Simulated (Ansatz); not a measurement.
**CH8Sn2: small, medium and large basis sets**

One table from this session's results is given with a row withheld; the runs are named, their logs left out.

Method: one geometry, several basis sets; program: Ansatz 0.2.0, Gaussian basis.

Levels to be run: PBE0-D4/def2-SVP; ωB97M-V/def2-SVP; PBE0-D4/def2-QZVPP; ωB97M-V/def2-QZVPP; the functionals' def2-TZVPP values are taken from earlier runs.

**The geometry**

An earlier PBE0-D4 in a triple-zeta def2 set relaxation fixed the geometry. Sn takes the def2 core potential; no spin-orbit term is included.

SMILES `[SnH3][CH2][SnH3]`, 11 atoms, charge 0, spin multiplicity 1.

Atoms are counted from 1 here; the program's logs count them from 0.

Bond lengths: Sn1–C2 2.141 Å, Sn1–H4 1.710 Å, Sn1–H5 1.709 Å, Sn1–H6 1.709 Å, C2–Sn3 2.141 Å, C2–H7 1.092 Å, C2–H8 1.092 Å, Sn3–H9 1.709 Å, Sn3–H10 1.709 Å, Sn3–H11 1.710 Å. Angles: C2–Sn1–H4 110.3°, C2–Sn1–H5 109.5°, C2–Sn1–H6 109.5°, H4–Sn1–H5 109.2°, H4–Sn1–H6 109.2°, H5–Sn1–H6 109.1°, Sn1–C2–Sn3 115.2°, Sn1–C2–H7 108.4°, Sn1–C2–H8 108.4°, Sn3–C2–H7 108.4°, Sn3–C2–H8 108.4°, H7–C2–H8 107.8°, C2–Sn3–H9 109.5°, C2–Sn3–H10 109.5°, C2–Sn3–H11 110.3°, H9–Sn3–H10 109.1°, H9–Sn3–H11 109.2°, H10–Sn3–H11 109.2°.

As a file:

```xyz
11
charge 0, multiplicity 1
Sn   -1.37528    1.03305   -0.58876
C    -0.29068   -0.78935   -0.29415
Sn    1.55946   -0.58794    0.76450
H    -2.82421    0.73016   -1.44453
H    -0.41418    2.12980   -1.47971
H    -1.75155    1.72313    0.92865
H    -0.08238   -1.22846   -1.27196
H    -0.92822   -1.48515    0.25513
H     1.25927    0.05941    2.31730
H     2.59336    0.46902   -0.09238
H     2.31981   -2.11078    0.92661
```

The first run:

Contents of in.yaml:

```yaml
crystal:
  periodic: [false, false, false]
  atoms:
    - {symbol: Sn, position_ang: [-1.375278, 1.033049, -0.588762]}
    - {symbol: C, position_ang: [-0.290675, -0.789347, -0.294148]}
    - {symbol: Sn, position_ang: [1.559455, -0.587936, 0.764502]}
    - {symbol: H, position_ang: [-2.824208, 0.730160, -1.444535]}
    - {symbol: H, position_ang: [-0.414182, 2.129803, -1.479711]}
    - {symbol: H, position_ang: [-1.751554, 1.723132, 0.928651]}
    - {symbol: H, position_ang: [-0.082380, -1.228456, -1.271959]}
    - {symbol: H, position_ang: [-0.928218, -1.485147, 0.255132]}
    - {symbol: H, position_ang: [1.259265, 0.059409, 2.317298]}
    - {symbol: H, position_ang: [2.593362, 0.469015, -0.092378]}
    - {symbol: H, position_ang: [2.319813, -2.110782, 0.926610]}
basis:
  gaussian: {orbitals: def2-SVP}
hamiltonian: {xc: pbe0, dispersion: d4}
output: {orbitals: {seedname: orbitals}}
```

Steps of the session up to this table: PBE0-D4 in def2-SVP; ωB97M-V in def2-SVP; PBE0-D4 in def2-QZVPP; ωB97M-V in def2-QZVPP.

One of the session's tables, all rows but one given; the rest of the session is left out.

It belongs to the step «Density functionals: the series». 

| functional | basis | HOMO (eV) | LUMO (eV) |
| --- | --- | --- | --- |
| PBE0-D4 | def2-SVP | -7.99 | 0.12 |
| PBE0-D4 | def2-TZVPP | -8.00 | -0.25 |
| PBE0-D4 | def2-QZVPP | ? | ? |
| ωB97M-V | def2-SVP | -10.04 | 1.77 |
| ωB97M-V | def2-TZVPP | -10.09 | 1.10 |
| ωB97M-V | def2-QZVPP | -10.09 | 0.85 |

**Question.** Estimate the row for PBE0-D4, def2-QZVPP.

As computed: HOMO (eV): -8.01; LUMO (eV): -0.33. In the column «HOMO (eV)» it lies between ωB97M-V, def2-SVP (-10.04) and PBE0-D4, def2-TZVPP (-8.00).
